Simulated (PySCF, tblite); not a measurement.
**C2H4ClGeSi radical: geometry, infrared bands and EPR parameters**

Aim: predict the infrared bands and EPR parameters of C2H4ClGeSi radical (`[SiH3]C#[C][GeH][Cl]`).

Computed with tblite 0.8.0 and PySCF 2.14.0, with density-fitted response routines of our own, on a single molecule in the gas phase. Atoms count from 0, in the outputs and in this text.

**1. The starting structure**

9 atoms, charge 0, multiplicity 2; geometry from: force field or distance geometry start.

Bonds of the start (Å): Si0–C1 1.80, C1–C2 1.22, C2–Ge3 1.88, Ge3–Cl4 2.16, Si0–H5 1.47, Si0–H6 1.47, Si0–H7 1.47, Ge3–H8 1.56.

**2. Geometry optimisation with GFN2-xTB**

The job: settings as JSON, then the geometry in Å.

```
{"job": {"kind": "relax", "xc": "GFN2-xTB", "basis": "xTB"}, "charge": 0, "multiplicity": 2}
Si    -2.132400     0.270900     0.013700
C     -0.368000    -0.075700    -0.086300
C      0.826400    -0.318300    -0.133600
Ge     2.671500    -0.674000    -0.240000
Cl     3.768000     1.182300    -0.287300
H     -2.346500     1.708000     0.262800
H     -2.738300    -0.501500     1.105600
H     -2.772900    -0.091900    -1.253100
H      3.105900    -1.494000     1.020200
```

On the command line:

```
OMP_NUM_THREADS=1 python probes_run.py task.json out
```

One launch serves the whole session: the jobs run in the order shown.

Standard output:

```text
step      E/eV     max force
  0    -393.56229    1.756
  1    -393.57207    3.941
  2    -393.66254    0.888
  3    -393.68910    0.578
  4    -393.70727    0.460
  5    -393.71221    0.278
  6    -393.71516    0.166
  7    -393.71737    0.250
  8    -393.71992    0.211
  9    -393.72182    0.153
 10    -393.72329    0.136
 11    -393.72407    0.132
 12    -393.72437    0.079
 13    -393.72453    0.051
 14    -393.72472    0.082
 15    -393.72499    0.115
 16    -393.72526    0.094
 17    -393.72545    0.034
 18    -393.72556    0.025
 19    -393.72565    0.045
 20    -393.72575    0.046
 21    -393.72584    0.039
 22    -393.72595    0.041
 23    -393.72612    0.091
 24    -393.72634    0.117
 25    -393.72652    0.085
 26    -393.72660    0.026
 27    -393.72663    0.023
 28    -393.72666    0.040
 29    -393.72673    0.076
 30    -393.72684    0.103
 31    -393.72699    0.092
 32    -393.72709    0.041
 33    -393.72713    0.020
 34    -393.72716    0.033
 35    -393.72722    0.057
 36    -393.72730    0.066
 37    -393.72738    0.047
 38    -393.72744    0.022
 39    -393.72747    0.016
 40    -393.72749    0.023
 41    -393.72751    0.018
 42    -393.72753    0.020
 43    -393.72757    0.021
 44    -393.72760    0.025
 45    -393.72762    0.021
 46    -393.72763    0.008
```

Wall time 0.81 s (1 thread of Intel Xeon at 2.50GHz, shared host).

Relaxation path: (not every step is listed)

| step | energy from step 0 (eV) | largest force (eV/Å) |
| --- | --- | --- |
| 0 | 0.0000 | 1.7556 |
| 1 | -0.0098 | 3.9410 |
| 2 | -0.1002 | 0.8876 |
| 3 | -0.1268 | 0.5776 |
| 4 | -0.1450 | 0.4598 |
| 5 | -0.1499 | 0.2781 |
| 6 | -0.1529 | 0.1656 |
| 7 | -0.1551 | 0.2500 |
| 8 | -0.1576 | 0.2107 |
| 11 | -0.1618 | 0.1320 |
| 14 | -0.1624 | 0.0823 |
| 17 | -0.1632 | 0.0337 |
| 20 | -0.1635 | 0.0457 |
| 23 | -0.1638 | 0.0906 |
| 26 | -0.1643 | 0.0261 |
| 29 | -0.1644 | 0.0758 |
| 32 | -0.1648 | 0.0413 |
| 35 | -0.1649 | 0.0569 |
| 38 | -0.1651 | 0.0218 |
| 41 | -0.1652 | 0.0185 |
| 42 | -0.1652 | 0.0202 |
| 43 | -0.1653 | 0.0211 |
| 44 | -0.1653 | 0.0253 |
| 45 | -0.1653 | 0.0211 |
| 46 | -0.1653 | 0.0083 |

Distances of close pairs at the start and the end, largest changes first:

```csv
bond,before (Å),after (Å),change (Å)
C2–Ge3,1.882,1.947,+0.065
Si0–C1,1.801,1.855,+0.054
Ge3–H8,1.565,1.600,+0.035
Ge3–Cl4,2.156,2.145,-0.012
Si0–H5,1.474,1.463,-0.011
C1–C2,1.220,1.213,-0.007
Si0–H6,1.468,1.464,-0.004
Si0–H7,1.465,1.465,+0.000
```

The final coordinates are the input of the step that follows.

**3. Vibrational analysis with GFN2-xTB**

The job: settings as JSON, then the geometry in Å.

```
{"job": {"kind": "ir", "xc": "GFN2-xTB", "basis": "xTB"}, "charge": 0, "multiplicity": 2}
Si    -2.156261     0.291349     0.020364
C     -0.350401    -0.105786    -0.131887
C      0.835966    -0.355192    -0.167036
Ge     2.733825    -0.752787    -0.347462
Cl     3.648527     1.182055    -0.204505
H     -2.287596     1.725757     0.279007
H     -2.696625    -0.500779     1.126674
H     -2.787693    -0.079370    -1.248923
H      3.073820    -1.399254     1.075826
```

Standard output:

```text
mode    cm-1     km/mol
  1      -5.2      0.03
  2      49.0      0.33
  3      96.4      2.55
  4     152.8      4.85
  5     229.2      0.23
  6     266.2      1.73
  7     303.2      8.35
  8     343.4     64.23
  9     518.3      9.87
 10     527.7     54.44
 11     532.7    146.24
 12     575.2    150.62
 13     738.7      1.88
 14     776.4    166.37
 15     778.1    180.96
 16     782.2    789.53
 17    1357.6    536.06
 18    2175.3     45.32
 19    2249.6    341.52
 20    2262.4    356.11
 21    2271.1    159.43
```

It took 0.76 s on 1 thread of Intel Xeon at 2.50GHz, shared host.

Which atoms move in the most intense modes:

```
cm⁻¹  km/mol                                atoms
 575   150.6                              H8 85 %
 776   166.4                     H7 58 %, H5 28 %
 778   181.0                     H6 53 %, H5 39 %
 782   789.5  H7 27 %, H6 25 %, Si0 20 %, H5 19 %
1358   536.1                              H8 98 %
2250   341.5                              H7 91 %
2262   356.1                     H6 73 %, H5 21 %
2271   159.4                     H5 74 %, H6 20 %
```

**4. EPR parameters: B3LYP/def2-TZVP-core+pcH-1**

The job, as its differences from that of step 3:

```diff
@@ -1,2 +1,2 @@
-{"job": {"kind": "ir", "xc": "GFN2-xTB", "basis": "xTB"}, "charge": 0, "multiplicity": 2}
+{"job": {"kind": "epr", "basis": "pcH-1"}, "charge": 0, "multiplicity": 2}
 Si    -2.156261     0.291349     0.020364
```

With the program's defaults for keys left out, this is: UKS B3LYP, def2-TZVP-core on Ge, pcH-1 on C Cl H Si, non-relativistic, mean-field spin-orbit, GIAO.

Standard output:

```text
UKS, coarse grid
  cycle   1  E = -2905.21015829  |g| = 1.37e+00
  cycle   2  E = -2904.91508830  |g| = 1.17e+00
  cycle   3  E = -2905.20879841  |g| = 5.46e-01
  cycle   4  E = -2905.31528377  |g| = 2.42e-01
  cycle   5  E = -2905.34068219  |g| = 8.72e-02
  cycle   6  E = -2905.34450714  |g| = 2.18e-02
  cycle   7  E = -2905.34477209  |g| = 4.68e-03
  cycle   8  E = -2905.34478958  |g| = 2.05e-03
  cycle   9  E = -2905.34479104  |g| = 8.25e-04
UKS, final grid
  cycle   1  E = -2905.34479409  |g| = 1.16e-03
  cycle   2  E = -2905.34479163  |g| = 2.49e-03
  cycle   3  E = -2905.34479475  |g| = 4.25e-04
  cycle   4  E = -2905.34479484  |g| = 7.24e-05
  cycle   5  E = -2905.34479485  |g| = 2.95e-05
E = -2905.34479485 Eh   <S^2> = 0.7533 (exact 0.7500)
g shifts (ppm)      1          2          3
  rmc          -187       -187       -187
  gc             -1         -3         -5
  oz_so          40       9217      14544
  total        -147       9028      14352
hyperfine (MHz)  atom isotope    a_iso     a_fc   dipolar eigenvalues
    0  29Si       4.00       4.00     -0.17     -0.05      0.22
    1   13C      15.32      15.59     -9.29     -8.01     17.31
    2   13C      60.01      59.81     -8.82     -3.72     12.54
    3  73Ge    -344.65    -347.44    -52.33     25.09     27.24
    4  35Cl      13.51      11.35    -27.32    -24.43     51.74
    5    1H       0.79       0.79     -0.64     -0.54      1.18
    6    1H       1.41       1.41     -0.65     -0.54      1.19
    7    1H      11.18      11.18     -0.73     -0.36      1.09
    8    1H     253.59     253.54     -3.81     -1.20      5.01
```

Wall time 3.7 min (1 thread of Intel Xeon at 2.50GHz, shared host); peak memory 1 GiB.

Principal g values 2.00217, 2.01135, 2.01667; g(iso) = 2.01006, against 2.00232 for a free electron.

Mean a(iso) over the nuclei that a row names, and the largest dipolar term of the row (other rows stand at the frozen geometry):

```
    nuclei  isotope  a(iso) (MHz)  a(iso) (G, at g = 2.0023)  largest dipolar term (MHz)
       Ge3     73Ge        -344.7                     -123.0                       -52.3
        H8       1H         253.6                       90.5                         5.0
        C2      13C          60.0                       21.4                        12.5
        C1      13C          15.3                        5.5                        17.3
       Cl4     35Cl          13.5                        4.8                        51.7
H5, H6, H7       1H           4.5                        1.6                         1.2
       Si0     29Si           4.0                        1.4                         0.2
```

Mulliken spin populations:

```
atom  value (e)
 Si0       0.00
  C1       0.11
  C2       0.00
 Ge3       0.64
 Cl4       0.11
  H5       0.00
  H6       0.00
  H7       0.01
  H8       0.13
```

In first order the couplings over 0.8 MHz of 1H, 35Cl give 32 distinct lines over 109.7 G, if the averaged nuclei exchange fast.

The fields below are evaluated on a grid from the run's orbitals.

ELF in a plane through or near 3 of the atoms.

Ten even steps from ' ' (0.00) to '@' (1.00):
```
                                                        
                                                        
        ..------::                                      
      ::==**##**++::                ......              
    ::++##%%%%%%##==              ..++##**::            
    --##%%----%%%%++      ..      ::%%@@%%++..          
  ..==##%%--++**%%--    ::--::..  ==@@@@@@**..          
  ..==##%%++==%%**..  --++++++==::==%%@@%%++..          
    ::==**####**--..==**##%%**####::..::==--..          
      ....--::....--%%****%%::##@@..%%##  ....          
          ::::....--%%++==%%..**@@..##++..::..          
        ::##**--::--######%%**####--..==##++::          
      ..**@@@@%%**::--****##**++----%%@@@@##--          
      ::##@@@@@@%%..  --======::  ..%%@@@@%%==          
      ..##@@@@@@##      ..::..      **@@@@##--          
        --%%@@%%==                  --****--            
          ::==--..                    ..                
                                                        
                                                        
                                                        
```
The map spans 12.2 Å across and 8.4 Å up, centred on the molecule. Atoms in the plane (x, y in Å): Si0 (2.2, 0.0), C1 (0.3, -0.1), Cl4 (-3.5, 1.6).

On the surface of density 0.002 e/bohr³ the electrostatic potential runs, from the 1st to the 99th percentile, from -0.68 V near C2 to 1.45 V near Ge3.

The spin density lies nearest to Ge3 58 %; H8 15 %; Cl4 12 %; C1 8 %.

**5. Results**

| quantity | value |
| --- | --- |
| strongest single infrared mode (GFN2-xTB) | 782 cm⁻¹, 790 km/mol |
| zero-point energy (GFN2-xTB) | 24.3 kcal/mol |
| g(iso) (B3LYP) | 2.01006 |
| ⟨S²⟩ | 0.753 (exact 0.75) |
| largest a(iso) (averaged by class) | 73Ge on Ge3, -344.7 MHz |
| surface potential, 1st and 99th percentile | -0.68 V and 1.45 V |

What this shows: The optimisation took 46 steps and gained 0.165 eV; among the close pairs (by a distance rule), C2–Ge3 changed most, from 1.882 to 1.947 Å. The lowest mode is slightly imaginary (5i cm⁻¹), a soft motion within the noise of the Hessian, so the minimum is not strictly shown. The strongest single mode, at 782 cm⁻¹, is spread over several atoms, H7, H6, Si0, H5 among them. Unscaled tight-binding wavenumbers are off by several per cent, some by more. Its intensities can rank the bands wrongly. Most of the unpaired spin sits on Ge3 (0.64 e). The isotropic g lies 7.7 ppt above the free-electron value. The hyperfine terms hold no scalar relativity, which the heavier nuclei need.
